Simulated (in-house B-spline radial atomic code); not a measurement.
**Mo²⁺: density, ELF and screening along the radius**

Aim: the shell structure of Mo²⁺ in the radial density, the electron localisation function and the screened nuclear charge, under several settings.

Program: in-house B-spline radial atomic code version 1. Level of theory: several methods, spin-polarised, as named in each step; spherical all-electron atom at the radial basis limit. These are calculated values, not measurements, unless marked.

## Step 1: The system

- element: molybdenum (Z = 42)
- charge: +2
- electrons: 40
- configuration: [Kr] 4d4
- nucleus: point (non-relativistic runs) or finite (X2C runs)

Outer shells as boxes (Hund's rule):

[Kr] 4d4
```
[Kr] core
4d [↑ ][↑ ][↑ ][↑ ][  ]
```

Where spins are not typed, each open shell is filled with up spins first.

## Step 2: LDA (VWN5), non-rel.

Settings, as recorded:

```ini
Z = 42
electrons = 40.0
configuration = [Kr] 4d4
hamiltonian = nr
method = lda,vwn
spin_polarised = True
```

Launch:

```sh
$ python run_scf.py task.json out
```

The settings of every run stand in task.json; they run in order.

## Step 3: PBE, non-rel.

Settings, as recorded:

```ini
Z = 42
electrons = 40.0
configuration = [Kr] 4d4
hamiltonian = nr
method = pbe,pbe
spin_polarised = True
```

## Step 4: Hartree-Fock, non-rel.

Settings, as recorded:

```ini
Z = 42
electrons = 40.0
configuration = [Kr] 4d4
hamiltonian = nr
method = hf
spin_polarised = True
```

## Step 5: SCAN, non-rel.

Settings, as recorded:

```ini
Z = 42
electrons = 40.0
configuration = [Kr] 4d4
hamiltonian = nr
method = scan,scan
spin_polarised = True
```

## Step 6: BLYP, non-rel.

Settings, as recorded:

```ini
Z = 42
electrons = 40.0
configuration = [Kr] 4d4
hamiltonian = nr
method = b88,lyp
spin_polarised = True
```

How large is the system in each run, where do the shell borders lie, and what is the highest level?

**Answer**, as computed:

| run | total energy (hartree) | highest level (eV) | radius holding 50 / 90 / 99 % (bohr) | radius at n = 0.001 (bohr) | ELF minima on the full grid (bohr) |
| --- | --- | --- | --- | --- | --- |
| LDA (VWN5), non-rel. | -3972.2742 | -22.322 | 0.413 / 1.50 / 2.73 | 3.56 | 0.059, 0.24, 0.80 |
| PBE, non-rel. | -3976.2580 | -22.226 | 0.413 / 1.50 / 2.72 | 3.55 | 0.059, 0.24, 0.80 |
| Hartree-Fock, non-rel. | -3974.7678 | -27.926 | 0.413 / 1.50 / 2.68 | 3.51 | 0.059, 0.24, 0.79 |
| SCAN, non-rel. | -3977.0260 | -22.377 | 0.413 / 1.50 / 2.70 | 3.53 | 0.059, 0.24, 0.79 |
| BLYP, non-rel. | -3976.7546 | -21.943 | 0.413 / 1.50 / 2.73 | 3.56 | 0.059, 0.24, 0.80 |

What this shows: In the first run ELF has 3 minima on the grid, which mark the borders between shells. On the record's full grid the screened charge (r times the electrostatic potential) falls from 41.9 near the nucleus to 2.00 at 5.9 bohr; far out it tends to the net charge, 2. The grid is coarse (about 22 % a step), so the places of minima are rough.

Members of this set that are not shown: 3 used exact exchange with fractional occupations of an open shell, which is unsound here.
